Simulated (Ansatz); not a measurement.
Crystal: Hf2Pd2Se2Br2O3.

```
Hf Pd Se Br O
1.0
     5.60663   -0.09346   -0.01409
     1.61393    5.33512    0.00251
     1.36916    1.91529    8.31543
Hf Pd Se Br O
2 2 2 2 3
Direct
  0.23317 0.65161 0.02284
  0.76683 0.34839 0.97716
  0.00000 0.50000 0.50000
  0.00000 0.00000 0.50000
  0.02419 0.33917 0.25331
  0.97581 0.66083 0.74669
  0.50000 0.50000 0.50000
  0.50000 0.00000 0.50000
  0.44792 0.35724 0.92101
  0.55208 0.64276 0.07899
  0.00000 0.00000 0.00000
```

The cell was built by a generator and needn't be a form met in nature.

```yaml
Program: Ansatz 0.2.0
Task: single point
Functional: PBE
Potentials_or_basis: Ansatz PAW
Cutoff: "420 eV (not typed: the program's choice for these potentials)"
k_mesh: 5 × 5 × 4
Occupations: fermi-dirac, width 0.05 eV
Spin: no spin polarisation
```

On this cell: pressure -0.1 GPa; largest force 0.036 eV/Å; band gap on the k mesh none (metal or under the smearing width).

The same run follows on a disturbed copy (atoms moved at random, drawn with an rms of 0.05 Å):

```
Hf Pd Se Br O
1.0
     5.60663   -0.09346   -0.01409
     1.61393    5.33512    0.00251
     1.36916    1.91529    8.31543
Hf Pd Se Br O
2 2 2 2 3
Cartesian
  2.3702 3.5155 0.1525
  6.1716 3.6340 8.0917
  1.4923 3.5800 4.1398
  0.6864 0.9447 4.1664
  1.0432 2.2441 2.1226
  7.6076 4.8706 6.1709
  4.2789 3.5706 4.1612
  3.5161 0.8655 4.1424
  4.3267 3.6571 7.7020
  4.2319 3.5513 0.6220
  -0.0111 0.0323 -0.0082
```

Problem. What does the disturbed cell give?

Solution. The energy (extrapolated to zero smearing) moves by +9.0 meV/atom; pressure 0.4 GPa; largest force 1.258 eV/Å; band gap on the k mesh none (metal or under the smearing width).

Forces on the atoms (eV/Å):
```
Hf   0.291  0.125  0.739
Hf   0.480  1.141  0.222
Pd   0.065  0.302  0.211
Pd  -0.022 -0.107 -0.126
Se   0.003  0.207 -0.521
Se  -0.305 -0.289  0.341
Br   0.039 -0.157 -0.088
Br   0.034  0.112  0.007
O   -0.507 -0.750 -0.615
O   -0.172 -0.104 -0.154
O    0.094 -0.480 -0.017
```

Stress tensor (GPa, compression positive):
```
 0.63 -0.65  0.30
-0.65  0.43  0.17
 0.30  0.17  0.19
```
